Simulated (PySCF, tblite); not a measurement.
**C₆H₃ClF₄O: geometry, infrared bands and NMR shifts**

What infrared bands and NMR shifts should C₆H₃ClF₄O (`CO/C(F)=C1C(Cl)=C\1C(F)(F)F`) show?

Computed with tblite 0.8.0 and PySCF 2.14.0, with density-fitted response routines of our own, on a single molecule in the gas phase. Atoms are numbered from 0 throughout.

## 1. The starting structure

15 atoms, charge 0, multiplicity 1; geometry from: force field or distance geometry start.

Bonds of the start (Å): C0–O1 1.41, O1–C2 1.41, C2–F3 1.36, C2–C4 1.31, C4–C5 1.45, C5–Cl6 1.76, C5–C7 1.33, C7–C8 1.48, C8–F9 1.38, C8–F10 1.38, C8–F11 1.38, C7–C4 1.47, C0–H12 1.13, C0–H13 1.08, C0–H14 1.14.

## 2. Optimising the geometry with GFN2-xTB

Job settings and geometry (Å):

```
{"job": {"kind": "relax", "xc": "GFN2-xTB", "basis": "xTB"}, "charge": 0, "multiplicity": 1}
C     -2.932100    -0.393000     0.308000
O     -2.070100    -0.307000    -0.808700
C     -0.899400     0.458200    -0.627300
F     -1.018200     1.807800    -0.784400
C      0.221600    -0.157700    -0.332600
C      1.093000    -1.280100    -0.058700
Cl     1.216200    -3.029500     0.125200
C      1.665200    -0.084400    -0.044900
C      2.823400     0.831400     0.107000
F      3.947800     0.085600     0.413400
F      2.540900     1.777400     1.076000
F      3.049600     1.414300    -1.124300
H     -3.820500    -1.034700     0.043900
H     -2.431900    -0.718300     1.213500
H     -3.389900     0.638000     0.472100
```

Started as:

```sh
> OMP_NUM_THREADS=1 python probes_run.py task.json out
```

The driver reads the jobs from task.json and runs them one after another.

**Question.** This job is followed by: GFN2-xTB harmonic vibrations, gas phase; GIAO PBE0/pcSseg-1 NMR shielding, non-relativistic, gas phase. What will the session give for the following? strongest single infrared mode (GFN2-xTB); zero-point energy (GFN2-xTB); 13C shifts against TMS (PBE0/pcSseg-1); 1H shifts against TMS (PBE0/pcSseg-1, means over atoms taken as alike); 17O shifts against H2O (PBE0/pcSseg-1); 19F shifts against CFCl3 (PBE0/pcSseg-1, means over atoms taken as alike); 35Cl shifts against HCl (PBE0/pcSseg-1).

The runs gave:

```
                                                                 quantity                                       value
                                strongest single infrared mode (GFN2-xTB)                       1177 cm⁻¹, 528 km/mol
                                             zero-point energy (GFN2-xTB)                               49.0 kcal/mol
                                   13C shifts against TMS (PBE0/pcSseg-1)  153.0, 142.2, 128.7, 122.2, 91.6, 58.6 ppm
   1H shifts against TMS (PBE0/pcSseg-1, means over atoms taken as alike)                                    3.92 ppm
                                   17O shifts against H2O (PBE0/pcSseg-1)                                    85.3 ppm
19F shifts against CFCl3 (PBE0/pcSseg-1, means over atoms taken as alike)                           -72.7, -136.5 ppm
                                  35Cl shifts against HCl (PBE0/pcSseg-1)                                     214 ppm
```

What this shows: Over 99 steps the energy fell by 0.642 eV; of the close pairs, C5–Cl6 changed most, 1.763 to 1.648 Å. No mode is imaginary among the 39: a minimum at this level. The strongest single mode, at 1177 cm⁻¹, has its largest shares on C8, C5 and C7 (the list is cut at 3 atoms). Unscaled tight-binding wavenumbers are off by several per cent, some by more. Its intensities can rank the bands wrongly. At PBE0/pcSseg-1: Shielding is most anisotropic at Cl6 (span 457 ppm, paramagnetic term -412 ppm).
